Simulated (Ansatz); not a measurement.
# C₈H₁₀S: a ladder of functionals and wavefunction methods

How much do the methods differ for C₈H₁₀S? The plan is to run it at one geometry with functionals of several rungs and with coupled cluster. The yardstick is the atomisation energy at the CCSD(T) limit.

Program: Ansatz 0.2.0, Gaussian basis. Level of theory: functionals in def2-TZVPP, the program's frozen cores in correlated methods. These are calculated values, not measurements.

Levels to be run: LDA (SPW92), PBE-D4, revPBE-D4, BLYP-D4, r2SCAN-D4, B97M-V, PBE0-D4, B3LYP-D4, r2SCANh-D4, r2SCAN0-D4, HSE06-D4, BHLYP-D4, CAM-B3LYP-D4, LC-ωPBE, ωB97X-V, ωB97M-V, B2PLYP, PBE-QIDH; CCSD(T)/def2-SVP; CCSD(T)/def2-TZVPP; MP2/def2-QZVPP; extrapolation to the limit; RPA on PBE.

## Step 1: The relaxed structure

All runs share one geometry, relaxed beforehand with PBE0-D4 in a triple-zeta def2 set.

19 atoms, charge 0, spin multiplicity 1.

Atoms are counted from 1 here; the program's logs count them from 0.

Bond lengths: C1–C2 1.515 Å, C1–H10 1.091 Å, C1–H11 1.091 Å, C1–H12 1.094 Å, C2–S3 1.803 Å, C2–H13 1.093 Å, C2–H14 1.093 Å, S3–C4 1.757 Å, C4–C5 1.392 Å, C4–C9 1.395 Å, C5–C6 1.387 Å, C5–H15 1.082 Å, C6–C7 1.386 Å, C6–H16 1.084 Å, C7–C8 1.388 Å, C7–H17 1.083 Å, C8–C9 1.383 Å, C8–H18 1.084 Å and more. Angles: C2–C1–H10 111.4°, C2–C1–H11 110.6°, C2–C1–H12 110.4°, H10–C1–H11 107.8°, H10–C1–H12 108.0°, H11–C1–H12 108.4°, C1–C2–S3 114.4°, C1–C2–H13 110.9°, C1–C2–H14 112.1°, S3–C2–H13 103.1°, S3–C2–H14 109.4°, H13–C2–H14 106.3°, C2–S3–C4 104.2°, S3–C4–C5 124.5°, S3–C4–C9 116.5°, C5–C4–C9 119.0°, C4–C5–C6 120.2°, C4–C5–H15 120.7° and more.

## Step 2: LDA

This LDA is Slater exchange with PW92 correlation.

The input, in.yaml:

```yaml
crystal:
  periodic: [false, false, false]
  atoms:
    - {symbol: C, position_ang: [-2.114925, -1.237930, 1.324939]}
    - {symbol: C, position_ang: [-2.442507, 0.000024, 0.514541]}
    - {symbol: S, position_ang: [-1.678198, 0.045534, -1.117318]}
    - {symbol: C, position_ang: [0.035010, 0.245882, -0.783949]}
    - {symbol: C, position_ang: [0.554491, 0.709169, 0.421469]}
    - {symbol: C, position_ang: [1.923313, 0.872613, 0.573341]}
    - {symbol: C, position_ang: [2.790134, 0.589048, -0.469671]}
    - {symbol: C, position_ang: [2.273579, 0.131925, -1.674322]}
    - {symbol: C, position_ang: [0.910792, -0.046423, -1.830262]}
    - {symbol: H, position_ang: [-1.043468, -1.317151, 1.515783]}
    - {symbol: H, position_ang: [-2.427389, -2.138628, 0.794196]}
    - {symbol: H, position_ang: [-2.629692, -1.209212, 2.289583]}
    - {symbol: H, position_ang: [-3.511046, 0.046173, 0.289178]}
    - {symbol: H, position_ang: [-2.203548, 0.919797, 1.053694]}
    - {symbol: H, position_ang: [-0.100860, 0.951232, 1.248163]}
    - {symbol: H, position_ang: [2.311607, 1.230901, 1.520277]}
    - {symbol: H, position_ang: [3.858424, 0.719805, -0.345467]}
    - {symbol: H, position_ang: [2.938410, -0.097943, -2.499332]}
    - {symbol: H, position_ang: [0.514171, -0.418917, -2.768443]}
basis:
  gaussian: {orbitals: def2-TZVPP}
hamiltonian: {xc: lda}
output: {orbitals: {seedname: orbitals}}
```

The runs that follow: PBE-D4 (GGA); revPBE-D4 (GGA); BLYP-D4 (GGA); r2SCAN-D4 (meta-GGA); B97M-V (meta-GGA); PBE0-D4 (hybrid); B3LYP-D4 (hybrid); r2SCANh-D4 (hybrid); r2SCAN0-D4 (hybrid); HSE06-D4 (hybrid); BHLYP-D4 (hybrid); CAM-B3LYP-D4 (range-separated); LC-ωPBE (range-separated); ωB97X-V (range-separated); ωB97M-V (range-separated); B2PLYP (double hybrid); PBE-QIDH (double hybrid); CCSD(T) in def2-SVP; CCSD(T) in def2-TZVPP; MP2 in def2-QZVPP; RPA on PBE orbitals.

**Question.** What will the summary of the whole plan be? Wanted: atomisation energy, CCSD(T)/CBS; farthest beyond LDA; mean size of error, GGA; mean size of error, meta-GGA; mean size of error, hybrid; mean size of error, range-separated; mean size of error, double hybrid; gap, smallest and largest; T1 diagnostic.

The runs gave:

| quantity | value |
| --- | --- |
| atomisation energy, CCSD(T)/CBS | 8417.3 kJ/mol |
| functionals within 42.1 kJ/mol (0.5 %) | BLYP-D4, B3LYP-D4, r2SCANh-D4, r2SCAN0-D4, LC-ωPBE, ωB97X-V |
| farthest beyond LDA | PBE-D4 (+301.4 kJ/mol) |
| mean size of error, GGA | 142.9 kJ/mol |
| mean size of error, meta-GGA | 75.0 kJ/mol |
| mean size of error, hybrid | 104.0 kJ/mol |
| mean size of error, range-separated | 34.9 kJ/mol |
| mean size of error, double hybrid | 55.3 kJ/mol |
| gap, smallest and largest | 3.75 eV (LDA (SPW92)), 10.25 eV (LC-ωPBE) |
| T1 diagnostic | 0.0107 |
| triples share of the correlation energy | 4.9 % |

In words: The LDA atomisation energy is off by 1306.2 kJ/mol (16 %): it overbinds. PBE-D4 misses by +301.4 kJ/mol. Double hybrids carry the basis error of their MP2 part in triple zeta, and no dispersion term here, so their miss is partly the set-up's. By mean error the best rung here is range-separated (34.9 kJ/mol) and the worst beyond LDA is GGA (142.9 kJ/mol). The gap between the best rungs is small, so their order is not settled. The reference freezes the cores and leaves out relativity and excitations past (T), so misses under about 42.1 kJ/mol can't be ranked. Hartree-Fock recovers 74 % of the binding; the rest is correlation. CCSD(T) in def2-SVP is off by -320.9 kJ/mol, so the small basis spoils what the method gains. The gap grows from 3.7 to 10.2 eV across the functionals, mostly with the share of exact exchange. The restricted reference is unstable towards a spin-broken one.
